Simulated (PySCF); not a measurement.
**Pb(SH)4: other functionals and bases at one geometry**

Aim: see how levels, charges and forces of Pb(SH)4 depend on the level of theory. The species was built from a template and needn't be a known compound.

Program: PySCF 2.14.0. Level of theory: several levels, as the steps say, no spin–orbit coupling. These are calculated values, not measurements.

3 further runs of the same task are left out: 2 for a known fault of the program, 1 that didn't finish.

## (1) The starting structure

9 atoms, charge 0, spin multiplicity 1.

Bond lengths: Pb1–S2 2.548 Å, Pb1–S4 2.548 Å, Pb1–S6 2.548 Å, Pb1–S8 2.548 Å, S2–H3 1.355 Å, S4–H5 1.355 Å, S6–H7 1.355 Å, S8–H9 1.355 Å. Angles: S2–Pb1–S4 115.5°, S2–Pb1–S6 106.6°, S2–Pb1–S8 106.6°, S4–Pb1–S6 106.6°, S4–Pb1–S8 106.6°, S6–Pb1–S8 115.5°, Pb1–S2–H3 92.2°, Pb1–S4–H5 92.2°, Pb1–S6–H7 92.2°, Pb1–S8–H9 92.2°.

Coordinates:

```mol
H4PbS4
  3D, bonds by distance, orders not assigned

  9  8  0  0  0  0  0  0  0  0999 V2000
    0.0000   -0.0000    0.0000 Pb  0  0
    1.4796    1.5660    1.3599 S   0  0
    2.4297    0.6131    1.5208 H   0  0
   -1.4796   -1.5660    1.3599 S   0  0
   -2.4297   -0.6131    1.5208 H   0  0
    1.5660   -1.4796   -1.3599 S   0  0
    0.6131   -2.4297   -1.5208 H   0  0
   -1.5660    1.4796   -1.3599 S   0  0
   -0.6131    2.4297   -1.5208 H   0  0
  1  2  8  0
  1  4  8  0
  1  6  8  0
  1  8  8  0
  2  3  8  0
  4  5  8  0
  6  7  8  0
  8  9  8  0
M  END
```

Formal oxidation states: Pb +4. An earlier session relaxed this geometry at B3LYP, Pb def2-SVP with ECP60, S def2-SVP, H def2-SVP (singlet, point group S4).

At B3LYP on the finer grid: E = -1787.742081 Eh, HOMO -7.17 eV, LUMO -3.70 eV, Mulliken charge on Pb1 +0.53 e, largest force component 0.006 eV/Å. 

Levels to run: TPSS; BP86; CAM-B3LYP; BLYP; B3LYP, TZVP; B3LYP, x2c-SVP. Hardware: 2 threads of Arm Neoverse V1, shared host.

## (2) TPSS

Contents of run.py (the lines that set the calculation):

```python
mol = gto.M(atom='''
Pb     0.00000     0.00000     0.00000
S      1.47957     1.56600     1.35987
H      2.42968     0.61312     1.52076
S     -1.47957    -1.56600     1.35987
H     -2.42968    -0.61312     1.52076
S      1.56600    -1.47957    -1.35987
H      0.61312    -2.42968    -1.52076
S     -1.56600     1.47957    -1.35987
H     -0.61312     2.42968    -1.52076''',
    basis={'Pb': 'def2-SVP', 'S': 'def2-SVP', 'H': 'def2-SVP'},
    ecp={'Pb': 'def2-SVP'},
    charge=0, spin=0)
mf = dft.RKS(mol, xc='TPSS')
mf.grids.atom_grid = (75, 302)
mf = mf.density_fit()  # fitting sets: Pb def2-universal-JKFIT, S def2-universal-JKFIT, H def2-universal-JKFIT
mf.conv_tol = 1e-08; mf.max_cycle = 55
mf.kernel(dm0)  # dm0: the density of the relaxed state
```

Started as:

```console
$ OMP_NUM_THREADS=2 python run.py
```

## (3) BP86

Changes to run.py (the lines that set the calculation) since step 2:

```diff
@@ -13,3 +13,3 @@
     charge=0, spin=0)
-mf = dft.RKS(mol, xc='TPSS')
+mf = dft.RKS(mol, xc='B88,P86')
 mf.grids.atom_grid = (75, 302)
```

## (4) CAM-B3LYP

Changes to run.py (the lines that set the calculation) since step 3:

```diff
@@ -13,3 +13,3 @@
     charge=0, spin=0)
-mf = dft.RKS(mol, xc='B88,P86')
+mf = dft.RKS(mol, xc='CAMB3LYP')
 mf.grids.atom_grid = (75, 302)
```

## (5) BLYP

Changes to run.py (the lines that set the calculation) since step 4:

```diff
@@ -13,3 +13,3 @@
     charge=0, spin=0)
-mf = dft.RKS(mol, xc='CAMB3LYP')
+mf = dft.RKS(mol, xc='BLYP')
 mf.grids.atom_grid = (75, 302)
```

## (6) B3LYP, TZVP

Basis: Pb def2-TZVP with ECP60, S def2-TZVP, H def2-TZVP. 

Changes to run.py (the lines that set the calculation) since step 5:

```diff
@@ -10,6 +10,6 @@
 H     -0.61312     2.42968    -1.52076''',
-    basis={'Pb': 'def2-SVP', 'S': 'def2-SVP', 'H': 'def2-SVP'},
-    ecp={'Pb': 'def2-SVP'},
+    basis={'Pb': 'def2-TZVP', 'S': 'def2-TZVP', 'H': 'def2-TZVP'},
+    ecp={'Pb': 'def2-TZVP'},
     charge=0, spin=0)
-mf = dft.RKS(mol, xc='BLYP')
+mf = dft.RKS(mol, xc='B3LYP')
 mf.grids.atom_grid = (75, 302)
@@ -17,2 +17,2 @@
 mf.conv_tol = 1e-08; mf.max_cycle = 55
-mf.kernel(dm0)  # dm0: the density of the relaxed state
+mf.kernel(dm0)  # dm0: free metal ions and neutral atoms
```

## (7) B3LYP, x2c-SVP

Basis: Pb x2c-SVPall, S x2c-SVPall, H x2c-SVPall. All electrons are treated, with the spin-free X2C Hamiltonian.

Contents of run.py (the lines that set the calculation):

```python
mol = gto.M(atom='''
Pb     0.00000     0.00000     0.00000
S      1.47957     1.56600     1.35987
H      2.42968     0.61312     1.52076
S     -1.47957    -1.56600     1.35987
H     -2.42968    -0.61312     1.52076
S      1.56600    -1.47957    -1.35987
H      0.61312    -2.42968    -1.52076
S     -1.56600     1.47957    -1.35987
H     -0.61312     2.42968    -1.52076''',
    basis={'Pb': 'x2c-SVPall', 'S': 'x2c-SVPall', 'H': 'x2c-SVPall'},
    nucmod='G',
    charge=0, spin=0)
mf = dft.RKS(mol, xc='B3LYP')
mf.grids.atom_grid = (99, 590)
mf = mf.density_fit()  # fitting sets: Pb AutoAux, S AutoAux, H AutoAux
mf = mf.sfx2c1e()
mf.conv_tol = 1e-08; mf.max_cycle = 55
mf.kernel(dm0)  # dm0: free metal ions and neutral atoms
```

Q: Predict the outcome of this session. Wanted: for each run, HOMO; gap; charge on Pb1; dipole; largest force.

The runs gave:

| level | state | HOMO (eV) | gap (eV) | charge on Pb1 (e) | dipole (D) | largest force (eV/Å) | basis functions | time |
| --- | --- | --- | --- | --- | --- | --- | --- | --- |
| B3LYP (relaxed here) | singlet | -7.17 | 3.47 | 0.53 | 0.00 | 0.01 | 118 | 25 s |
| TPSS | singlet | -6.40 | 2.15 | 0.56 | 0.00 | 0.09 | 118 | 11 s |
| BP86 | singlet | -6.31 | 1.97 | 0.47 | 0.00 | 0.26 | 118 | 7.7 s |
| CAM-B3LYP | singlet | -8.74 | 6.12 | 0.53 | 0.00 | 0.35 | 118 | 11 s |
| BLYP | singlet | -5.95 | 1.96 | 0.45 | 0.00 | 0.42 | 118 | 7.5 s |
| B3LYP, TZVP | singlet | -7.41 | 3.46 | 0.79 | 0.00 | 0.30 | 222 | 38 s |
| B3LYP, x2c-SVP | singlet | -7.16 | 3.44 | 0.58 | 0.00 | 0.06 | 154 | 45 s |

Times are on 2 threads of Arm Neoverse V1, shared host; the first row also made further properties.

In one basis the HOMO–LUMO gap runs from 1.96 eV (BLYP) to 6.12 eV (CAM-B3LYP). The largest leftover force, 0.42 eV/Å with BLYP, stands at a geometry relaxed at another level. The Mulliken charge on Pb spans +0.45 to +0.79 e over the levels. Total energies of different levels can't be compared. Spin–orbit coupling is left out throughout.
